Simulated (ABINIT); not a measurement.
# Ga3Se (Pm-3m) in ABINIT: notebook

Aim: see how the results for Ga3Se move with the level of theory and the settings. Levels: LDA-PZ, LDA. Tasks: single point.

All numbers are computed with ABINIT 10.8.3 (patched build); they aren't measurements. Logs are shortened: lines on timing, memory, paths and dates and some standing lists are left out, and cuts for length are marked. The log counts tension as positive stress, the text compression.

### Step 1. The structure

Symmetry: Pm-3m, No. 221, cubic system. The conventional cell has a = 4.432 Å, b = 4.432 Å, c = 4.432 Å, α = 90.00°, β = 90.00°, γ = 90.00°. Se (site symmetry m-3m) has 12 Ga at 3.13 Å as nearest neighbours. Ga (site symmetry 4/mmm) is surrounded by 4 Se at 3.13 Å and 8 Ga at 3.13 Å.

The cell comes from a database or a generator and needn't be the stable form of this composition.

### Step 2. Single point, LDA-PZ, spin-orbit coupling, no magnetisation

The input, run.abi:

```
# Pseudopotentials
pp_dirpath "./"
pseudos "Se.hgh, Ga.hgh"

# Structure
acell 3*1.0
rprim
     8.3761449070     0.0000000000     0.0000000000
     0.0000000000     8.3761449070     0.0000000000
     0.0000000000     0.0000000000     8.3761449070
ntypat 2
znucl 34 31
natom 4
typat 1 2 2 2
xcart
     0.0000000000     0.0000000000     0.0000000000
     2.2162325000     2.2162325000     0.0000000000
     2.2162325000     0.0000000000     2.2162325000
     0.0000000000     2.2162325000     2.2162325000 Angstrom

# Plane-wave basis
ecut 22.0

# k points
kptopt 1
ngkpt 4 4 4
nshiftk 1
shiftk 0.0 0.0 0.0

# Exchange and correlation
ixc 2

# Bands and occupations
nband 24
occopt 3
tsmear 0.00183747

# Spin
nspinor 2
nspden 1
so_psp 2*1

# SCF cycle
nstep 100
tolvrs 1.0e-10

# Output
iomode 3
prtwf 0
prtden 0
prteig 0
prtebands 0
enunit 1
```

Potentials or basis: HGH LDA.

Started as:

```console
$ abinit run.abi > log 2>&1
```

run.abo:

```text
.Version 10.8.3 of ABINIT
 Symmetries : space group Pm -3 m (#221); Bravais cP (primitive cubic)
================================================================================
 Values of the parameters that define the memory need of the present run
     intxc =       0    ionmov =       0      iscf =       7    lmnmax =       9
     lnmax =       9     mgfft =      36  mpssoang =       5    mqgrid =    3001
     natom =       4  nloc_mem =       1    nspden =       1   nspinor =       2
    nsppol =       1      nsym =      48    n1xccc =       0    ntypat =       2
    occopt =       3   xclevel =       1
       mpw =        2945          nfft =       46656          nkpt =          10
================================================================================
================================================================================

--------------------------------------------------------------------------------
------------- Echo of variables that govern the present computation ------------
--------------------------------------------------------------------------------
 -outvars: echo values of preprocessed input variables --------
            acell      1.0000000000E+00  1.0000000000E+00  1.0000000000E+00 Bohr
              amu      7.89600000E+01  6.97230000E+01
             ecut      2.20000000E+01 Hartree
           enunit           1
              ixc           2
         kptrlatt        4    0    0      0    4    0      0    0    4
          kptrlen      3.35045796E+01
            natom           4
            nband          24
            ngfft          36      36      36
             nkpt          10
          nspinor           2
            nstep         100
             nsym          48
           ntypat           2
           occopt           3
           prtden           0
        prtebands           0
           prteig           0
            prtwf           0
            rprim      8.3761449070E+00  0.0000000000E+00  0.0000000000E+00
                       0.0000000000E+00  8.3761449070E+00  0.0000000000E+00
                       0.0000000000E+00  0.0000000000E+00  8.3761449070E+00
          spgroup         221
           tolvrs      1.00000000E-10
           tsmear      1.83747000E-03 Hartree
            typat      1  2  2  2
           xangst      0.0000000000E+00  0.0000000000E+00  0.0000000000E+00
                       2.2162324985E+00  2.2162324985E+00  0.0000000000E+00
                       2.2162324985E+00  0.0000000000E+00  2.2162324985E+00
                       0.0000000000E+00  2.2162324985E+00  2.2162324985E+00
            xcart      0.0000000000E+00  0.0000000000E+00  0.0000000000E+00
                       4.1880724535E+00  4.1880724535E+00  0.0000000000E+00
                       4.1880724535E+00  0.0000000000E+00  4.1880724535E+00
                       0.0000000000E+00  4.1880724535E+00  4.1880724535E+00
             xred      0.0000000000E+00  0.0000000000E+00  0.0000000000E+00
                       5.0000000000E-01  5.0000000000E-01  0.0000000000E+00
                       5.0000000000E-01  0.0000000000E+00  5.0000000000E-01
                       0.0000000000E+00  5.0000000000E-01  5.0000000000E-01
            znucl       34.00000   31.00000

================================================================================

 chkinp: Checking input parameters for consistency.

================================================================================
== DATASET  1 ==================================================================

--- !DatasetInfo
iteration_state: {dtset: 1, }
dimensions: {natom: 4, nkpt: 10, mband: 24, nsppol: 1, nspinor: 2, nspden: 1, mpw: 2945, }
cutoff_energies: {ecut:  22.0, pawecutdg:  -1.0, }
electrons: {nelect:   1.50000000E+01, charge:   0.00000000E+00, occopt:   3.00000000E+00, tsmear:   1.83747000E-03, }
meta: {optdriver: 0, ionmov: 0, optcell: 0, iscf: 7, paral_kgb: 0, }
...

 Exchange-correlation functional for the present dataset will be:
  LDA: Perdew-Zunger-Ceperley-Alder - ixc=2
  J.P.Perdew and A.Zunger, PRB 23, 5048 (1981)

 Real(R)+Recip(G) space primitive vectors, cartesian coordinates (Bohr,Bohr^-1):
 R(1)=  8.3761449  0.0000000  0.0000000  G(1)=  0.1193867  0.0000000  0.0000000
 R(2)=  0.0000000  8.3761449  0.0000000  G(2)=  0.0000000  0.1193867  0.0000000
 R(3)=  0.0000000  0.0000000  8.3761449  G(3)=  0.0000000  0.0000000  0.1193867
 Unit cell volume ucvol=  5.8766868E+02 bohr^3
 Angles (23,13,12)=  9.00000000E+01  9.00000000E+01  9.00000000E+01 degrees

 getcut: wavevector=  0.0000  0.0000  0.0000  ngfft=  36  36  36
         ecut(hartree)=     22.000   => boxcut(ratio)=   2.03555

--- Pseudopotential description ------------------------------------------------
- pspini: atom type   1  psp file is ./Se.hgh
[... 51 lines left out ...]
- [  0.0000000,   0.0000000,   8.3761449, ]
lattice_lengths: [   8.37614,    8.37614,    8.37614, ]
lattice_angles: [ 90.000,  90.000,  90.000, ] # degrees, (23, 13, 12)
lattice_volume:   5.8766868E+02
convergence: {deltae: -2.483E-12, res2:  9.455E-11, residm:  2.911E-05, diffor: null, }
etotal    :  -1.62597525E+01
entropy   :   0.00000000E+00
fermie    :   1.41297471E-01
cartesian_stress_tensor: # hartree/bohr^3
- [  1.80881091E-04,   0.00000000E+00,   0.00000000E+00, ]
- [  0.00000000E+00,   1.80881091E-04,   0.00000000E+00, ]
- [  0.00000000E+00,   0.00000000E+00,   1.80881091E-04, ]
pressure_GPa:  -5.3217E+00
xred      :
- [  0.0000E+00,   0.0000E+00,   0.0000E+00, Se]
- [  5.0000E-01,   5.0000E-01,   0.0000E+00, Ga]
- [  5.0000E-01,   0.0000E+00,   5.0000E-01, Ga]
- [  0.0000E+00,   5.0000E-01,   5.0000E-01, Ga]
cartesian_forces: # hartree/bohr
- [ -0.00000000E+00,  -0.00000000E+00,  -0.00000000E+00, ]
- [ -0.00000000E+00,  -0.00000000E+00,  -0.00000000E+00, ]
- [ -0.00000000E+00,  -0.00000000E+00,  -0.00000000E+00, ]
- [ -0.00000000E+00,  -0.00000000E+00,  -0.00000000E+00, ]
force_length_stats: {min:   0.00000000E+00, max:   0.00000000E+00, mean:   0.00000000E+00, }
...

 Integrated electronic density in atomic spheres:
 ------------------------------------------------
 Atom  Sphere_radius  Integrated_density
    1        2.00000          3.14513468
    2        2.00000          0.97175133
    3        2.00000          0.97175133
    4        2.00000          0.97175133
================================================================================

 ----iterations are completed or convergence reached----

 Mean square residual over all n,k,spin=   44.727E-08; max=  29.114E-06
 reduced coordinates (array xred) for    4 atoms
       0.000000000000      0.000000000000      0.000000000000
       0.500000000000      0.500000000000      0.000000000000
       0.500000000000      0.000000000000      0.500000000000
       0.000000000000      0.500000000000      0.500000000000
 rms dE/dt=  0.0000E+00; max dE/dt=  0.0000E+00; dE/dt below (all hartree)
    1       0.000000000000      0.000000000000      0.000000000000
    2       0.000000000000      0.000000000000      0.000000000000
    3       0.000000000000      0.000000000000      0.000000000000
    4       0.000000000000      0.000000000000      0.000000000000

 cartesian coordinates (angstrom) at end:
    1      0.00000000000000     0.00000000000000     0.00000000000000
    2      2.21623249849930     2.21623249849930     0.00000000000000
    3      2.21623249849930     0.00000000000000     2.21623249849930
    4      0.00000000000000     2.21623249849930     2.21623249849930

 cartesian forces (hartree/bohr) at end:
    1     -0.00000000000000    -0.00000000000000    -0.00000000000000
    2     -0.00000000000000    -0.00000000000000    -0.00000000000000
    3     -0.00000000000000    -0.00000000000000    -0.00000000000000
    4     -0.00000000000000    -0.00000000000000    -0.00000000000000
 frms,max,avg= 0.0000000E+00 0.0000000E+00   0.000E+00  0.000E+00  0.000E+00 h/b

 cartesian forces (eV/Angstrom) at end:
    1     -0.00000000000000    -0.00000000000000    -0.00000000000000
    2     -0.00000000000000    -0.00000000000000    -0.00000000000000
    3     -0.00000000000000    -0.00000000000000    -0.00000000000000
    4     -0.00000000000000    -0.00000000000000    -0.00000000000000
 frms,max,avg= 0.0000000E+00 0.0000000E+00   0.000E+00  0.000E+00  0.000E+00 e/A
 length scales=  1.000000000000  1.000000000000  1.000000000000 bohr
              =  0.529177210544  0.529177210544  0.529177210544 angstroms
 Fermi (or HOMO) energy (eV) =   3.84490   Average Vxc (eV)=  -8.90188
 Eigenvalues (   eV  ) for nkpt=  10  k points:
 kpt#   1, nband= 24, wtk=  0.01563, kpt=  0.0000  0.0000  0.0000 (reduced coord)
  -9.62385   -9.62385   -3.72079   -3.72079    0.05594    0.05594    0.24564    0.24564
   0.24564    0.24564    0.89285    0.89285    0.89285    0.89285    5.38820    5.38820
   5.52869    5.52869    5.52869    5.52869    8.18551    8.18551    8.18794    8.19242
 prteigrs : prtvol=0 or 1, do not print more k-points.

--- !EnergyTerms
iteration_state     : {dtset: 1, }
comment             : Components of total free energy in Hartree
kinetic             :  5.75427861807901E+00
hartree             :  1.26644483733131E+00
xc                  : -4.29709768192380E+00
Ewald energy        : -1.63033371765827E+01
psp_core            :  7.02926719638026E-01
local_psp           : -5.00737929871274E+00
non_local_psp       :  1.62494314029455E+00
internal            : -1.62592208418763E+01
'-kT*entropy'       : -5.31695683968275E-04
total_energy        : -1.62597525375603E+01
total_energy_eV     : -4.42450406563622E+02
band_energy         : -6.97423972611905E-01
...

 Cartesian components of stress tensor (hartree/bohr^3)
  sigma(1 1)=  1.80881091E-04  sigma(3 2)=  0.00000000E+00
  sigma(2 2)=  1.80881091E-04  sigma(3 1)=  0.00000000E+00
  sigma(3 3)=  1.80881091E-04  sigma(2 1)=  0.00000000E+00

-Cartesian components of stress tensor (GPa)         [Pressure= -5.3217E+00 GPa]
- sigma(1 1)=  5.32170542E+00  sigma(3 2)=  0.00000000E+00
- sigma(2 2)=  5.32170542E+00  sigma(3 1)=  0.00000000E+00
- sigma(3 3)=  5.32170542E+00  sigma(2 1)=  0.00000000E+00

== END DATASET(S) ==============================================================
================================================================================

 -outvars: echo values of variables after computation  --------
            acell      1.0000000000E+00  1.0000000000E+00  1.0000000000E+00 Bohr
           etotal     -1.6259752538E+01
            fcart     -0.0000000000E+00 -0.0000000000E+00 -0.0000000000E+00
                      -0.0000000000E+00 -0.0000000000E+00 -0.0000000000E+00
                      -0.0000000000E+00 -0.0000000000E+00 -0.0000000000E+00
                      -0.0000000000E+00 -0.0000000000E+00 -0.0000000000E+00
            rprim      8.3761449070E+00  0.0000000000E+00  0.0000000000E+00
                       0.0000000000E+00  8.3761449070E+00  0.0000000000E+00
                       0.0000000000E+00  0.0000000000E+00  8.3761449070E+00
           strten      1.8088109085E-04  1.8088109085E-04  1.8088109085E-04
                       0.0000000000E+00  0.0000000000E+00  0.0000000000E+00
           xangst      0.0000000000E+00  0.0000000000E+00  0.0000000000E+00
                       2.2162324985E+00  2.2162324985E+00  0.0000000000E+00
                       2.2162324985E+00  0.0000000000E+00  2.2162324985E+00
                       0.0000000000E+00  2.2162324985E+00  2.2162324985E+00
             xred      0.0000000000E+00  0.0000000000E+00  0.0000000000E+00
                       5.0000000000E-01  5.0000000000E-01  0.0000000000E+00
                       5.0000000000E-01  0.0000000000E+00  5.0000000000E-01
                       0.0000000000E+00  5.0000000000E-01  5.0000000000E-01
 Calculation completed.
```

It took 49 s on 1 thread of AMD EPYC 7R43 (Zen 3), shared host; peak memory 0.08 GiB.

What came out:

```yaml
Free_energy: -442.4504 eV
Band_gap_on_the_k_mesh: none (metal or under the smearing width)
Valence_electrons_inside_the_program's_atomic_spheres: Se 3.15; Ga 0.97
```

Caveat: the cutoff is too short for stress, so the log's stress isn't used; HGH potentials are hard and often keep d shells in the core, so these values are rough.

### Step 3. Single point, LDA, spin-orbit coupling, no magnetisation

The input, run.abi:

```
pp_dirpath "./"
pseudos "Se.LDA_PW-JTH.xml, Ga.LDA_PW-JTH.xml"

acell 3*1.0
rprim
     8.3761449070     0.0000000000     0.0000000000
     0.0000000000     8.3761449070     0.0000000000
     0.0000000000     0.0000000000     8.3761449070
ntypat 2
znucl 34 31
natom 4
typat 1 2 2 2
xred
     0.0000000000     0.0000000000     0.0000000000
     0.5000000000     0.5000000000     0.0000000000
     0.5000000000     0.0000000000     0.5000000000
     0.0000000000     0.5000000000     0.5000000000

ecut 353.748021 eV
pawecutdg 26.0

kptopt 4
ngkpt 4 4 4
nshiftk 1
shiftk 0.0 0.0 0.0

ixc 7

nband 54
occopt 3
tsmear 0.05 eV

nspinor 2
nspden 1
pawspnorb 1

nstep 100
tolvrs 1.0e-9

iomode 3
prtwf 0
prteig 0
prtebands 0
prtden 1
prtvha 1
prtvclmb 1
prtpot 1
```

Potentials or basis: JTH PAW LDA v2.0.

Started as:

```console
$ abinit run.abi > log 2>&1
```

It took 50 s on 1 thread of Arm Neoverse V1, shared host; peak memory 0.09 GiB.

Results (log left out):

```yaml
Free_energy: -6736.7208 eV
Pressure: -4.9 GPa
Band_gap_on_the_k_mesh: none (metal or under the smearing width)
Valence_electrons_inside_the_program's_atomic_spheres: Se 3.86; Ga 10.94
```

Levels at points of the mesh, in eV from the Fermi level:
```csv
k point,band 44,band 45,band 46,band 47,band 48,band 49
"(0.00, 0.00, 0.00)",-2.96,1.51,1.51,1.65,1.65,1.65
"(0.50, 0.00, 0.00)",-0.98,-0.32,-0.32,-0.22,-0.22,1.19
"(0.50, 0.50, 0.00)",-0.79,-0.65,-0.65,1.29,1.29,1.65
"(0.50, 0.50, 0.50)",-4.76,-3.47,-3.47,3.76,3.76,4.04
```
